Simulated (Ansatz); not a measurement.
**Mercury, dhcp under PBEsol: ground state and equation of state**

Aim: take mercury in the dhcp structure, relax it, solve it on a dense k-mesh, then scale the cell to 7 volumes from 88 to 112 % of the relaxed one and try a fit of the equation of state. Spin polarisation is left out. The k-meshes are 11×11×3 for the relaxation; 15×15×4 for the dense run; 13×13×4 for the volumes.

Program: Ansatz 0.2.0. Level of theory: DFT PBEsol, plane waves (420 eV) with PAW, scalar-relativistic; PBE-made PAW files. These are calculated values, not measurements.

### Step 1. The structure to begin with

The structure is hexagonal, space group P6_3/mmc (No. 194). Conventional cell: a = 3.195 Å, b = 3.195 Å, c = 10.436 Å, α = 90.00°, β = 90.00°, γ = 120.00°. Around Hg (site symmetry -3m) lie 12 Hg at 3.20 Å. Around Hg (site symmetry -6m2) lie 12 Hg at 3.20 Å.

Coordinates:

```xyz
4
Lattice="3.1955 0.0000 0.0000 -1.5977 2.7674 0.0000 0.0000 0.0000 10.4364" Properties=species:S:1:pos:R:3 pbc="T T T"
Hg    0.0000    0.0000    0.0000
Hg    0.0000    0.0000    5.2182
Hg    0.0000    1.8449    2.6091
Hg    1.5977    0.9225    7.8273
```

### Step 2. Geometry optimisation

Contents of input.yaml:

```yaml
crystal:
  lattice:
    - [3.195482737, 0.0, 0.0]
    - [-1.5977413685, 2.7673692276, 0.0]
    - [0.0, 0.0, 10.436446619]
  atoms:
    - { symbol: Hg, position: [0.0, 0.0, 0.0] }
    - { symbol: Hg, position: [0.0, 0.0, 0.5] }
    - { symbol: Hg, position: [0.3333333333, 0.6666666667, 0.25] }
    - { symbol: Hg, position: [0.6666666667, 0.3333333333, 0.75] }
hamiltonian:
  xc: pbesol
  pseudopotentials:
    kind: paw
    azcp:
      Hg: "pseudopotentials/Hg.paw.azcp"
basis:
  ecutwfc: 420
  fft_grid_basis: typed
kpoints:
  mp_grid: { grid: [11, 11, 3], shift: [0, 0, 0] }
magnetization:
  spin_polarized: false
scf:
  occupations: { method: fermi_dirac, width: 0.1 }
relax:
  max_steps: 60
  f_tol: 0.01
  cell: {}
```

After this run come: The energy on a finer k-mesh; The cell scaled to 88 % of its volume; The cell scaled to 92 % of its volume; The cell scaled to 96 % of its volume; The cell scaled to 100 % of its volume; The cell scaled to 104 % of its volume; The cell scaled to 108 % of its volume; The cell scaled to 112 % of its volume.

What does the calculation give? Wanted: space group; conventional cell; volume; shortest distance; gap on the mesh; relative to alpha-Hg; V₀, B₀, B₀′.

As calculated:

```
                           quantity                                    value
     space group (spins left aside)                       P6_3/mmc (No. 194)
                  conventional cell  a = 3.190 Å, c = 10.658 Å (c/a = 3.341)
                             volume                           23.477 Å³/atom
                  shortest distance                                  3.190 Å
                    gap on the mesh             none (levels filled in part)
relative to alpha-Hg (rhombohedral)                             +21 meV/atom
                        V₀, B₀, B₀′              23.667 Å³/atom, 32 GPa, 8.0
```

What this shows: The relaxation enlarged the cell by 1.8 % in volume. Against the reference form of mercury (alpha-Hg (rhombohedral), computed apart with the same settings) it stands 21 meV/atom higher. Levels at the Fermi energy are filled in part, as in a metal. The fitted modulus is 32 GPa; letting shape and positions relax at each volume could only lower it. The symmetry was held, so the structure may be unstable against distortions that break it.
